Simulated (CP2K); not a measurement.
# triplet Si2H5OF at PM3

Wanted: a single-point energy of triplet Si2H5OF. 

The calculation is run with CP2K 2026.2.

2 further runs of the same task are left out: 2 set aside as unsound or not needed.

### 1 The molecule

The species is Si2H5OF (9 atoms), meant as a triplet with charge 0. As SMILES of the parent species, `O[SiH](F)[SiH3]`. The coordinates come from a PBE0-D4/def2-TZVP relaxation. This is one conformer, not always the lowest. That shape belongs to the parent species and isn't relaxed for this state.

Bond lengths: O1–Si2 1.636 Å, Si2–F3 1.603 Å, Si2–Si4 2.339 Å, O1–H5 0.959 Å, Si2–H6 1.488 Å, Si4–H7 1.487 Å, Si4–H8 1.487 Å, Si4–H9 1.486 Å. Some angles: O1–Si2–F3 110.2°, O1–Si2–Si4 106.9°, F3–Si2–Si4 109.3°, O1–Si2–H6 110.6°, F3–Si2–H6 105.0°, Si4–Si2–H6 114.9°, Si2–O1–H5 118.9°, Si2–Si4–H7 109.6°, Si2–Si4–H8 109.5°, Si2–Si4–H9 110.3°.

### 2 The energy at PM3

Input file mol.inp:

```
&GLOBAL
   PROJECT mol
   RUN_TYPE ENERGY
   PRINT_LEVEL MEDIUM
&END GLOBAL

&FORCE_EVAL
   METHOD QUICKSTEP
   &DFT
      MULTIPLICITY 3
      LSD T
      &QS
         METHOD PM3
         EPS_DEFAULT 1.0E-10
         &SE
            &COULOMB
               CUTOFF [angstrom] 50
               RC_RANGE [angstrom] 0
            &END COULOMB
            &EXCHANGE
               CUTOFF [angstrom] 50
               RC_RANGE [angstrom] 0
            &END EXCHANGE
         &END SE
      &END QS
      &POISSON
         PERIODIC NONE
         POISSON_SOLVER ANALYTIC
      &END POISSON
      &SCF
         SCF_GUESS ATOMIC
         EPS_SCF 1.0E-06
         MAX_SCF 150
         ADDED_MOS 4
         &DIAGONALIZATION
            ALGORITHM STANDARD
         &END DIAGONALIZATION
         &MIXING
            METHOD DIRECT_P_MIXING
            ALPHA 0.4
         &END MIXING
      &END SCF
      &PRINT
         &MOMENTS
            PERIODIC F
            REFERENCE COM
            MAX_MOMENT 1
         &END MOMENTS
         &MO ON
            ENERGIES T
            OCCUPATION_NUMBERS T
            NDIGITS 6
            &EACH
               QS_SCF 0
            &END EACH
            ADD_LAST NUMERIC
         &END MO
         &HIRSHFELD OFF
         &END HIRSHFELD
      &END PRINT
   &END DFT
   &SUBSYS
      &CELL
         ABC 13.8 12.6 14.6
         PERIODIC NONE
      &END CELL
      &COORD
         O      6.404450     5.584100     9.024200
         Si     5.965450     6.034300     7.513800
         F      5.021350     7.328700     7.575500
         Si     7.931950     6.566000     6.364400
         H      5.746450     5.189300     9.599100
         H      5.132350     4.979500     6.875500
         H      7.595650     7.055500     5.000900
         H      8.778650     5.349700     6.242200
         H      8.684750     7.620500     7.092300
      &END COORD
   &END SUBSYS
&END FORCE_EVAL
```

Run with:

```
$ OMP_NUM_THREADS=1 cp2k.psmp -i mol.inp > mol.out 2>&1
```

Q: Predict the results. Wanted: total energy; dipole moment; HOMO energy; LUMO energy; heat of formation.

Answer, from the run:

Level: PM3.

| quantity | value |
| --- | --- |
| total energy | -35.12699 Eh |
| dipole moment | 1.39 D |
| HOMO energy (highest over α and β) | -6.87 eV |
| LUMO energy (lowest over α and β) | -3.65 eV |
| heat of formation | -91.1 kcal/mol |
